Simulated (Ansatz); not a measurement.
# BH3OTe (SMILES B[Te]O): functionals against CCSD(T) at one geometry

Aim: energy, forces and dipole at a structure displaced at random from a GFN2-xTB minimum, from CCSD(T) and from density functionals.

Method: single points in def2-TZVPP; program: Ansatz 0.2.0, Gaussian basis.

Correlated methods freeze the cores. Filled d shells of the heavier atoms are correlated. Core potentials replace the inner electrons past krypton, and spin-orbit coupling is left out.

## (1) The system as given

SMILES `B[Te]O`, 6 atoms, charge 0, spin multiplicity 1.

Atoms are counted from 1 here; the program's logs count them from 0.

Bond lengths: B1–Te2 2.151 Å, B1–H4 1.152 Å, B1–H5 1.276 Å, Te2–O3 1.975 Å, O3–H6 0.963 Å. Angles: Te2–B1–H4 121.1°, Te2–B1–H5 119.8°, H4–B1–H5 119.0°, B1–Te2–O3 95.1°, Te2–O3–H6 116.7°.

Geometry (Å):

```mol
BH3OTe
  3D, bonds by distance, orders not assigned

  6  5  0  0  0  0  0  0  0  0999 V2000
   -0.7566    0.3620   -0.6803 B   0  0
   -0.6816   -1.0827    0.9110 Te  0  0
    1.2365   -0.8179    1.2983 O   0  0
   -1.7453    0.6008   -1.2205 H   0  0
    0.2920    1.0193   -0.9894 H   0  0
    1.7150   -0.2140    0.7202 H   0  0
  1  2  8  0
  1  4  8  0
  1  5  8  0
  2  3  8  0
  3  6  8  0
M  END
```

## (2) CCSD(T)/def2-TZVPP

run/in.yaml

```yaml
crystal:
  periodic: [false, false, false]
  atoms:
    - {symbol: B, position_ang: [-0.756600, 0.362000, -0.680300]}
    - {symbol: Te, position_ang: [-0.681600, -1.082700, 0.911000]}
    - {symbol: O, position_ang: [1.236500, -0.817900, 1.298300]}
    - {symbol: H, position_ang: [-1.745300, 0.600800, -1.220500]}
    - {symbol: H, position_ang: [0.292000, 1.019300, -0.989400]}
    - {symbol: H, position_ang: [1.715000, -0.214000, 0.720200]}
basis:
  gaussian: {orbitals: def2-TZVPP}
correlation: {method: ccsd_t}
output: {forces: true}
```

No record of the launch command was kept for these runs.

## (3) PBE0-D4/def2-TZVPP

Edit run/in.yaml of step 2 so:

```diff
@@ -11,3 +11,3 @@
   gaussian: {orbitals: def2-TZVPP}
-correlation: {method: ccsd_t}
-output: {forces: true}
+hamiltonian: {xc: pbe0, dispersion: d4}
+output: {forces: true, orbitals: {seedname: orbitals}}
```

## (4) wB97M-V/def2-TZVPP

Edit run/in.yaml of step 3 so:

```diff
@@ -11,3 +11,3 @@
   gaussian: {orbitals: def2-TZVPP}
-hamiltonian: {xc: pbe0, dispersion: d4}
-output: {forces: true, orbitals: {seedname: orbitals}}
+hamiltonian: {xc: {name: wB97M-V}}
+output: {forces: true}
```

## (5) r2SCAN-D4/def2-TZVPP

Edit run/in.yaml of step 4 so:

```diff
@@ -11,3 +11,3 @@
   gaussian: {orbitals: def2-TZVPP}
-hamiltonian: {xc: {name: wB97M-V}}
+hamiltonian: {xc: r2scan, dispersion: d4}
 output: {forces: true}
```

## (6) PBE-D4/def2-TZVPP

Edit run/in.yaml of step 5 so:

```diff
@@ -11,3 +11,3 @@
   gaussian: {orbitals: def2-TZVPP}
-hamiltonian: {xc: r2scan, dispersion: d4}
+hamiltonian: {xc: pbe, dispersion: d4}
 output: {forces: true}
```

## (7) BHLYP-D4/def2-TZVPP

Edit run/in.yaml of step 6 so:

```diff
@@ -11,3 +11,3 @@
   gaussian: {orbitals: def2-TZVPP}
-hamiltonian: {xc: pbe, dispersion: d4}
+hamiltonian: {xc: {name: BHLYP}, dispersion: d4}
 output: {forces: true}
```

## (8) B97M-V/def2-TZVPP

Edit run/in.yaml of step 7 so:

```diff
@@ -11,3 +11,3 @@
   gaussian: {orbitals: def2-TZVPP}
-hamiltonian: {xc: {name: BHLYP}, dispersion: d4}
+hamiltonian: {xc: {name: B97M-V}}
 output: {forces: true}
```

(Steps that only read results are left out.)

Q: Predict the outcome of this session. Wanted: energy less free atoms, CCSD(T)/def2-TZVPP; RMS force component; RMS force error; HOMO and LUMO, PBE0-D4; T1 diagnostic.

The runs gave:

```
                                  quantity                                                                                           value
energy less free atoms, CCSD(T)/def2-TZVPP                                                                                      -18.010 eV
                       RMS force component                                                            0.787 to 0.815 eV/Å over the methods
                           RMS force error  PBE0-D4 0.050, wB97M-V 0.068, r2SCAN-D4 0.046, PBE-D4 0.219, BHLYP-D4 0.252, B97M-V 0.076 eV/Å
                    HOMO and LUMO, PBE0-D4                                                                              -6.66 and -1.85 eV
                             T1 diagnostic                                                                                           0.018
```

**Reading.** Against CCSD(T) the functionals' energies less atoms differ by -1.167 to +0.218 eV, PBE-D4 by -1.167 eV. CCSD(T) in triple zeta still lacks some correlation energy of the bonds, so part of these gaps is its own basis error and they don't rank the functionals. The forces of r2SCAN-D4 come nearest to CCSD(T), those of BHLYP-D4 are farthest. Frozen-core CCSD(T) forces in triple zeta carry basis errors of their own, and this is one geometry, so small gaps rank nothing.
